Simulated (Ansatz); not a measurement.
This script for a relaxation of the ions of O, space group R-3m with Ansatz 0.2.0 through its Python package holds a mistake.

The script reads `o.extxyz`:
```text
2
Lattice="1.42335 0.82177151 3.4083 -1.42335 0.82177151 3.4083 0.0 -1.64354301 3.4083" Properties=species:S:1:pos:R:3 pbc="T T T"
O     0.00000000    0.00000000    0.58997673
O     0.00000000    0.00000000    9.63492327
```

`relax_o.py`
```python
'''Geometry optimisation of O from a disturbed start.'''

import ansatz as az
from ase.data import atomic_numbers
import matplotlib.pyplot as plt
import numpy as np
import spglib


def main() -> None:
    material = az.Crystal.from_extxyz('o.extxyz')
    # push one atom off its site

    job = material.move(0, to=[0.07237, 0.07237, 0.07237]).fix(1).calculation()
    job = job.functional('r2SCAN').kpoints(5, 5, 5, center='gamma')
    job = job.mixing('msr1').scf(tolerance=1e-06, extra_bands=2)
    job = job.basis(19 * az.Ha).occupations('Fixed')
    job = job.relax(force_tolerance=0.05, max_steps=100, max_displacement=0.3)
    steps = []


    def collect(event):
        if event['event'] == 'relax_step':
            steps.append(event['data'])


    out = job.session().plan().execute(on_event=collect)
    report = out.report
    for s in steps:
        flag = '' if s['accepted'] else '  (rejected)'
        print('step %2d  E = %.5f eV  largest force component = %.4f eV/A%s' % (s['step'], s['lagrangian_ev'], s['allowed_force_max_ev_ang'], flag))

    first, last = steps[0], steps[-1]
    symbols = [site.symbol for site in out.lattice.sites]
    print(f'energy gained {first["lagrangian_ev"] - last["lagrangian_ev"]:.4f} eV in {len(steps) - 1} steps')

    print('relaxed fractional positions')
    for site in out.lattice.sites:
        print(f'  {site.symbol:2s}', ' '.join(f'{v % 1:8.5f}' for v in np.round(site.position_frac, 5)))

    fig, (top, bottom) = plt.subplots(2, 1, sharex=True, figsize=(4.5, 4))
    top.plot([s['lagrangian_ev'] - last['lagrangian_ev'] for s in steps], 'o-')
    top.set_ylabel('E - E(final) (eV)')
    bottom.semilogy([max(s['allowed_force_max_ev_ang'], 1e-6) for s in steps], 's-')
    bottom.set(xlabel='step', ylabel='largest force (eV/A)')
    fig.tight_layout()
    fig.savefig('relax.png', dpi=100)

    fractions = [site.position_frac for site in out.lattice.sites]
    numbers = [atomic_numbers[s] for s in symbols]
    for tolerance in (1e-3, 1e-2, 1e-1):
        print(f'space group at {tolerance} A:', spglib.get_spacegroup((out.lattice.cell_ang, fractions, numbers), symprec=tolerance))

    print('atom   start x y z (A)              end x y z (A)')
    for symbol, a, b in zip(symbols, first['positions_ang'], last['positions_ang']):
        print(f'{symbol:3s}', ' '.join(f'{v:8.4f}' for v in a), '  ', ' '.join(f'{v:8.4f}' for v in b))

    print(f'free energy      {report["free_energy_ev"]:.5f} eV')
    print(f'per atom         {report["free_energy_ev"] / len(out.lattice.sites):.5f} eV')
    print(f'SCF iterations   {report["n_iterations"]}  (converged: {report["converged"]})')


if __name__ == '__main__':
    main()
```

```console
$ python relax_o.py
DeckWarning: crystal.symmetry: narrowed to the stabiliser of the relax constraints — unitary ops 12 → 6; lowered at sites 0, 1 (the operations that carried what is held of a site onto what its image [...]
DeckWarning: scf.convergence.dr2_threshold = 1e-6 eV is looser than this run's default, which is 1e-7 eV or tighter. The error in the forces grows as the threshold's square root, so leave the key out unless less accurate forces are enough
RunWarning: iter 1: σ=0 fill of 6 bands saw a band overlap (occupied 2.0418 eV > unoccupied 0.8777 eV) — on an unconverged iterate often a transient of an unconverged empty band; one that stands at [...]
RunWarning: a fill by count may have filled part of one level: at k-index 0 the highest filled band, 2.479809 eV, and the lowest empty band, 2.479809 eV, stand 7.994e-15 eV apart, within the solve's [...]
RunWarning: the bands overlap at the fill by count (6 filled at each k-point of a channel): the highest filled level, 2.720275 eV at k-index 17, stands 1.1071 eV over the lowest empty one, 1.613194 [...]
step  1  E = -1130.53909 eV  largest force component = 6.3580 eV/A
step  2  E = -1130.93959 eV  largest force component = 2.8144 eV/A
step  3  E = -1130.99084 eV  largest force component = 1.3984 eV/A
step  4  E = -1131.00266 eV  largest force component = 0.0408 eV/A
energy gained 0.4636 eV in 3 steps
relaxed fractional positions
  O   0.06004  0.06004  0.06004
  O   0.94230  0.94230  0.94230
space group at 0.001 A: R-3m (166)
space group at 0.01 A: R-3m (166)
space group at 0.1 A: R-3m (166)
atom   start x y z (A)              end x y z (A)
O     0.0000  -0.0000   0.7400     -0.0000  -0.0000   0.6139
O     0.0000   0.0000   9.6349      0.0000   0.0000   9.6349
free energy      -1131.00266 eV
per atom         -565.50133 eV
SCF iterations   2  (converged: True)
```
(Warnings from the package without file and line, shortened, repeats left out.)

No error stopped it. What is wrong with the input all the same?

The fault: fixed occupations, though the bands overlap at this level of theory. The change:

```diff
--- before
+++ after
@@ -16,3 +16,3 @@
     job = job.mixing('msr1').scf(tolerance=1e-06, extra_bands=2)
-    job = job.basis(19 * az.Ha).occupations('Fixed')
+    job = job.basis(19 * az.Ha).occupations('fermi_dirac', width=0.05)
     job = job.relax(force_tolerance=0.05, max_steps=100, max_displacement=0.3)
```

After the fix:

```console
$ python relax_o.py
DeckWarning: crystal.symmetry: narrowed to the stabiliser of the relax constraints — unitary ops 12 → 6; lowered at sites 0, 1 (the operations that carried what is held of a site onto what its image [...]
DeckWarning: scf.convergence.dr2_threshold = 1e-6 eV is looser than this run's default, which is 1e-7 eV or tighter. The error in the forces grows as the threshold's square root, so leave the key out unless less accurate forces are enough
step  1  E = -1130.70855 eV  largest force component = 6.2433 eV/A
step  2  E = -1131.09691 eV  largest force component = 2.8239 eV/A
step  3  E = -1131.14882 eV  largest force component = 1.4343 eV/A
step  4  E = -1131.16139 eV  largest force component = 0.0406 eV/A
energy gained 0.4528 eV in 3 steps
relaxed fractional positions
  O   0.06011  0.06011  0.06011
  O   0.94230  0.94230  0.94230
space group at 0.001 A: R-3m (166)
space group at 0.01 A: R-3m (166)
space group at 0.1 A: R-3m (166)
atom   start x y z (A)              end x y z (A)
O     0.0000  -0.0000   0.7400     -0.0000  -0.0000   0.6146
O     0.0000   0.0000   9.6349      0.0000   0.0000   9.6349
free energy      -1131.16139 eV
per atom         -565.58069 eV
SCF iterations   2  (converged: True)
```
(Warnings from the package without file and line, shortened.)

Caveats:
- The settings weren't tested for convergence.
- For a metal this mesh is far too coarse, so the numbers only illustrate the procedure.
- Energies along a relaxation are free energies. A last row that repeats the one before re-solves the same geometry more tightly.
- No spin polarisation was allowed.
- This isn't the structure that O takes at ambient conditions.
- It ran for 6.1 s on 1 thread of Intel(R) Xeon(R) 6975P-C (Granite Rapids) (shared host), peak memory 0.52 GiB.
